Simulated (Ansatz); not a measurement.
This script makes relaxations under a series of pressures of GdBi, space group Fm-3m with the Python package of Ansatz (0.2.0).

`gdbi.py`:
```python
import ansatz as az
import numpy as np

def edges_and_angles(cell):
    cell = np.asarray(cell)
    a, b, c = np.linalg.norm(cell, axis=1)
    cosines = cell[1] @ cell[2] / (b * c), cell[0] @ cell[2] / (a * c), cell[0] @ cell[1] / (a * b)
    return (a, b, c, *np.degrees(np.arccos(cosines)))


def main() -> None:
    cell = (
        az.Lattice.of([0.0, 3.194149, 3.194149], [3.194149, 0.0, 3.194149], [3.194149, 3.194149, 0.0])
        .atom('Gd', [0.0, 0.0, 0.0])
        .atom('Bi', [0.5, 0.5, 0.5])
        .moments(Gd=4.9)
    )

    job = (
        cell.calculation()
        .functional('r2scan')
        .kpoints(8, 8, 8)
        .occupations('gaussian')
        .spin('collinear')
        .scf(tolerance=1e-09)
    )

    rows = []
    for pressure in [0, 2, 4, 6, 8]:
        out = job.relax(cell=True, pressure=pressure, force_tolerance=0.005).run(threads=1)
        cell = out.lattice.cell_ang
        n_atoms = len(out.lattice.sites)
        volume = abs(np.linalg.det(cell)) / n_atoms
        enthalpy = out.report['free_energy_ev'] / n_atoms + pressure * volume / 160.21766
        rows.append((pressure, volume, enthalpy, *edges_and_angles(cell)))
        print(f'{pressure} GPa done: {volume:.4f} A^3/atom')

    print(' P (GPa)  V (A^3/atom)  H (eV/atom)     a       b       c')
    for row in rows:
        print('{:8.1f} {:12.4f} {:14.5f} {:7.4f} {:7.4f} {:7.4f}'.format(*row[:6]))
    p, v = np.array([row[0] for row in rows], float), np.array([row[1] for row in rows])
    print('mean bulk modulus between rows (GPa):', np.round(-np.diff(p) / np.diff(np.log(v)), 1))


if __name__ == '__main__':
    main()
```

Its results, one of them left out:

| P (GPa) | relaxed V (Å³/atom) |
| --- | --- |
| 0 | 32.488 |
| 2 | 31.429 |
| 4 | 30.525 |
| 6 | 29.715 |
| 8 | ? |

What volume does the cell relax to at 8 GPa?

Murnaghan's form V = V0 (1 + B' P / B0)^(-1/B') through the 4 rows shown gives V0 = 32.486 Å³, B0 = 57.2 GPa and B' = 3.56, and so 29.001 Å³ an atom at 8 GPa. The run gave 29.020 Å³, 0.06 % away.

Reading the output:
- Open f shells: without a Hubbard U, without spin-orbit coupling; the state reached hangs on the start and needn't be the lowest.
- At a fixed pressure a relaxation lowers the enthalpy F + PV, while F alone can rise.
- For a metal this k-point mesh is coarse: on a finer one energies can move by several to tens of meV an atom and pressures by half a GPa or more, differences at one mesh by less.
- The program warned that this SCF threshold is loose for forces or stresses.
- r2SCAN tends to overestimate the moments of itinerant magnets.
- The structure comes from a database of computed cells and needn't be a stable or known phase.
- Symmetry holds the cell in this phase, whether or not it is the stable one at each pressure.
- Wall time of the script: 7.2 min on 1 thread of Arm Neoverse V2, on a shared host, peak memory 0.76 GiB.
